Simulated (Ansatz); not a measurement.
# InH3 (SMILES [H][In]([H])[H]) at CCSDTQ/STO-3G

What is the vertical ionisation energy of InH3 at CCSDTQ/STO-3G? 

The calculation is run with Ansatz 0.2.0.

27 further runs of the same task are left out: 1 that didn't finish, 26 set aside as unsound or not needed.

## (1) The system as given

InH3: 4 atoms, total charge 0, spin state singlet. As SMILES, `[H][In]([H])[H]`. Geometry: a GFN2-xTB relaxation, a rough one for these elements and not checked as a minimum.

Bond lengths: In1–H2 1.719 Å, In1–H3 1.719 Å, In1–H4 1.718 Å. Angles: H2–In1–H3 120.0°, H2–In1–H4 120.1°, H3–In1–H4 119.9°.

## (2) A single-point energy at CCSDTQ/STO-3G

molecule.yaml

```yaml
crystal:
  periodic: [false, false, false]
  atoms:
    - {symbol: In, position_ang: [0.000640, -0.000740, -0.000540]}
    - {symbol: H, position_ang: [1.718930, -0.027790, 0.013510]}
    - {symbol: H, position_ang: [-0.834510, 1.501400, -0.017780]}
    - {symbol: H, position_ang: [-0.885060, -1.472880, 0.004810]}
basis:
  gaussian:
    orbitals: STO-3G
magnetization:
  spin_polarized: false
  initial_magnetization: 0
correlation:
  method: ccsdtq
  frozen_orbitals: {H: 0, In: 18}
accuracy: high
scf:
  omitted_lower_state_checks: [cluster_reference, increment]
```

Command:

```
$ ansatz run molecule.yaml --threads 1 --pin off --max-ram 2610MiB --events-out events.jsonl --progress --plain --runs-dir runs
```

Standard output (excerpt; [...] marks lines left out):

```text
Warning: RAYON_NUM_THREADS=1 ignored (pool sized by the plan → 1); use --threads N
Functional definition: HF
  name "HF"
[...]
527 factors; integrals over basis functions are off by at most 4.0e-9 eV
[...]
mean field -154685.38664247 eV, -5684.5831095898 hartree, gradient 1.1e-8 eV, S^2 0.000000; 0 other end points of the search recorded, 0 dependent functions left out
18 core orbitals not correlated: weight in the atoms' cores, before any rotation towards them, 1.000 or more for the frozen orbitals, at most 0.000 for the correlated occupied ones
reference -154685.38664247 eV, -5684.5831095898 hartree; 8, 8 occupied and 4, 4 virtual orbitals, 527 factors
second order -0.92232562 eV of doubles, -0.00000000 eV of singles
cycle   1  -1.21902766 eV  change   -3.0e-1 eV  update   5.1e-2
[...]
cycle  20  -1.41413482 eV  change  -7.8e-11 eV  update   1.5e-9
Total energy: -154686.80077729 eV, -5684.6350780858 hartree
Checks for a lower state left out: cluster_reference, increment
```

Run time: 2.4 s. Hardware: 1 thread of AMD EPYC 9R45 (Zen 5), shared host; peak memory 0.15 GiB.

## (3) The doublet cation at the same level

job.yaml

```yaml
crystal:
  periodic: [false, false, false]
  atoms:
    - {symbol: In, position_ang: [0.000640, -0.000740, -0.000540]}
    - {symbol: H, position_ang: [1.718930, -0.027790, 0.013510]}
    - {symbol: H, position_ang: [-0.834510, 1.501400, -0.017780]}
    - {symbol: H, position_ang: [-0.885060, -1.472880, 0.004810]}
basis:
  gaussian:
    orbitals: STO-3G
total_charge: 1
magnetization:
  spin_polarized: true
  initial_magnetization: 1
correlation:
  method: ccsdtq
  frozen_orbitals: {H: 0, In: 18}
accuracy: high
scf:
  omitted_lower_state_checks: [cluster_reference, increment]
```

Command:

```
$ ansatz run job.yaml --threads 1 --pin off --max-ram 2610MiB --events-out events.jsonl --progress --plain --runs-dir runs
```

Standard output (excerpt; [...] marks lines left out):

```text
Warning: RAYON_NUM_THREADS=1 ignored (pool sized by the plan → 1); use --threads N
[... 2 set-up lines as earlier in the session ...]
[...]
523 factors; integrals over basis functions are off by at most 4.0e-9 eV
[...]
mean field -154677.43042151 eV, -5684.2907238626 hartree, gradient 3.0e-8 eV, S^2 0.837339; 4 other end points of the search recorded, 0 dependent functions left out
18 core orbitals not correlated: weight in the atoms' cores, before any rotation towards them, 1.000 or more for the frozen orbitals, at most 0.000 for the correlated occupied ones
reference -154677.43042151 eV, -5684.2907238626 hartree; 8, 7 occupied and 4, 5 virtual orbitals, 523 factors
second order -0.80835987 eV of doubles, -0.00000000 eV of singles
cycle   1  -1.11743334 eV  change   -3.1e-1 eV  update   6.4e-2
[...]
cycle  47  -1.48168057 eV  change   2.6e-10 eV  update   1.7e-9
Total energy: -154678.91210208 eV, -5684.3451746191 hartree
Checks for a lower state left out: cluster_reference, increment
```

Run time: 31 s. Hardware: 1 thread of AMD EPYC 9R45 (Zen 5), shared host; peak memory 0.39 GiB.

## (4) Outcome

Level: CCSDTQ/STO-3G, 18 core orbitals frozen.

| quantity | value |
| --- | --- |
| singlet InH3: total energy | -5684.63508 Eh |
| singlet InH3: correlation energy (18 core orbitals frozen) | -52.0 mEh |
| singlet InH3: T1 diagnostic | 0.005 |
| doublet cation: total energy | -5684.34517 Eh |
| doublet cation: correlation energy (18 core orbitals frozen) | -54.5 mEh |
| doublet cation: ⟨S²⟩ of the reference determinant | 0.837 |
| doublet cation: T1 diagnostic | 0.056 |
| vertical ionisation energy (to the doublet cation) | 7.889 eV |

What this shows: The vertical ionisation energy comes to 7.89 eV (761 kJ/mol). In a minimal basis such a difference can be off by several eV, whatever the method. Relativity is left out (singlet InH3) although the molecule holds a heavy atom. Relativity is left out (doublet cation) although the molecule holds a heavy atom.
